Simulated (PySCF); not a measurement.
**Sb²⁺ at other levels of theory**

Aim: see what other levels and later steps give for Sb²⁺.

Computed with PySCF 2.14.0. Level: each script names its method and basis.

1 further run of the same task is left out (it didn't finish).

### 1 The atom

Sb²⁺: 1 atom, charge 2, spin multiplicity 2.

### 2 Base script

Contents of input.py:

```python
from pyscf import gto, scf, tdscf

mol = gto.M(
    atom='Sb 0 0 0',
    basis='crenbl',
    ecp={'Sb': 'crenbl'},
    charge=2,
    spin=1,
    verbose=4,
)
mf = scf.UHF(mol)
mf.kernel()
td = tdscf.TDA(mf)
td.nstates = 6
td.kernel()
td.analyze(verbose=3)
mf.dip_moment()
print('orbital energies (hartree):', [e[max(0, n-3):n+3].round(4) for e, n in zip(mf.mo_energy, mol.nelec)])
```

Started as:

```bash
OMP_NUM_THREADS=1 python input.py
```

The log of this run is left out.

It gives: E(SCF) = -79.701969 Eh, 8 cycles, ⟨S²⟩ = 0.757, excitations 0.18, 0.18, 6.73, 6.73, 9.53 eV.

### 3 Number of roots 15

Variant 1 changes number of roots: 6 → 15.

Contents of input.py:

```python
from pyscf import gto, scf, tdscf

mol = gto.M(
    atom='Sb 0 0 0',
    basis='crenbl',
    ecp={'Sb': 'crenbl'},
    charge=2,
    spin=1,
    verbose=4,
)
mf = scf.UHF(mol)
mf.kernel()
td = tdscf.TDA(mf)
td.nstates = 15
td.kernel()
td.analyze(verbose=3)
mf.dip_moment()
print('orbital energies (hartree):', [e[max(0, n-3):n+3].round(4) for e, n in zip(mf.mo_energy, mol.nelec)])
```

Started as:

```bash
OMP_NUM_THREADS=1 python input.py
```

### 4 Population analysis

Variant 2 changes step after the SCF: tda → analyze.

input.py: that of step 2 with these lines changed.

```diff
@@ -1,2 +1,2 @@
-from pyscf import gto, scf, tdscf
+from pyscf import gto, scf
 
@@ -12,6 +12,3 @@
 mf.kernel()
-td = tdscf.TDA(mf)
-td.nstates = 6
-td.kernel()
-td.analyze(verbose=3)
+mf.mulliken_pop()
 mf.dip_moment()
```

### 5 Pw6b95 (UKS)

Variant 3 changes functional: none (Hartree–Fock) → pw6b95; SCF type: UHF → UKS; step after the SCF: tda → analyze.

Contents of input.py:

```python
from pyscf import gto, dft

mol = gto.M(
    atom='Sb 0 0 0',
    basis='crenbl',
    ecp={'Sb': 'crenbl'},
    charge=2,
    spin=1,
    verbose=4,
)
mf = dft.UKS(mol, xc='pw6b95')
mf.kernel()
mf.mulliken_pop()
mf.dip_moment()
print('orbital energies (hartree):', [e[max(0, n-3):n+3].round(4) for e, n in zip(mf.mo_energy, mol.nelec)])
```

### 6 M06 (UKS)

Variant 4 changes functional: none (Hartree–Fock) → m06; SCF type: UHF → UKS; step after the SCF: tda → analyze.

Contents of input.py:

```python
from pyscf import gto, dft

mol = gto.M(
    atom='Sb 0 0 0',
    basis='crenbl',
    ecp={'Sb': 'crenbl'},
    charge=2,
    spin=1,
    verbose=4,
)
mf = dft.UKS(mol, xc='m06')
mf.kernel()
mf.mulliken_pop()
mf.dip_moment()
print('orbital energies (hartree):', [e[max(0, n-3):n+3].round(4) for e, n in zip(mf.mo_energy, mol.nelec)])
```

Q: Predict the outcome of this session. Wanted: for each run, E(SCF); from base; gap, α spin; after the SCF.

As calculated:

| run | E(SCF) (hartree) | from base (eV) | cycles | gap, α spin (eV) | after the SCF |
| --- | --- | --- | --- | --- | --- |
| base | -79.701969 | 0 | 8 | 8.67 | lowest root found 0.18 eV |
| number of roots 15 | -79.701969 | 0.0000 | 8 | 8.67 | lowest root found 0.18 eV |
| population analysis | -79.701969 | 0.0000 | 8 | 8.67 | n/a |
| pw6b95 (UKS) | -81.543117 | not comparable | 7 | 2.28 | n/a |
| m06 (UKS) | -81.437912 | not comparable | 7 | 1.84 | n/a |

What this shows: The α-spin gap between the frontier levels is 1.8 eV with m06 (27 % exact exchange) and 2.3 eV with pw6b95 (28 %). A lower total energy from another functional means nothing by itself.
